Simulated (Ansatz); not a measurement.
# TaN+ (quartet): the correlation ladder, def2-TZVPP

One table from this session's results is given with a row withheld; the runs are named, their logs left out.

Method: def2-TZVPP, core rule «outside noble gas», up to 5 orbitals frozen; program: Ansatz 0.2.0, Gaussian basis.

To be run: UHF; ROHF; CCSD(T) on UHF.

**The system**

The geometry is a PBE0/def2-TZVP stationary point (not a proven minimum) of the parent state, kept for this charge and spin. No spin-orbit coupling is included. Elements past krypton take def2 core potentials.

2 atoms, charge 1, spin multiplicity 4.

Atoms are counted from 1 here; the program's logs count them from 0.

Bond lengths: Ta1–N2 1.646 Å.

The first run:

in.yaml

```yaml
crystal:
  periodic: [false, false, false]
  atoms:
    - {symbol: Ta, position_ang: [0.000000, 0.000000, 0.000000]}
    - {symbol: N, position_ang: [0.000000, 0.000000, 1.646000]}
basis:
  gaussian: {orbitals: def2-TZVPP}
total_charge: 1
magnetization: {spin_polarized: true, initial_magnetization: 3}
hamiltonian: {xc: hf}
output: {orbitals: {seedname: orbitals}}
```

Launch:

```bash
$ ansatz run in.yaml --threads 1 --pin off --events-out ev --progress --plain --max-ram 2816MiB --backend cpu
```

Among the steps run: UHF; ROHF; CCSD(T) on UHF.

One of the session's tables, all rows but one given; the rest of the session is left out.

It belongs to the step «Misses and costs». 

| method | from UCCSD(T) (meV) |
| --- | --- |
| ROHF | +7935.6 |
| UHF | ? |
| UMP2 | +448.0 |
| UCCSD | +474.8 |
| UCCSD(T) | 0 |

**Question.** Estimate the row for UHF.

As computed: from UCCSD(T) (meV): +7698.2. In the column «from UCCSD(T) (meV)» it lies between UCCSD (+474.8) and ROHF (+7935.6).
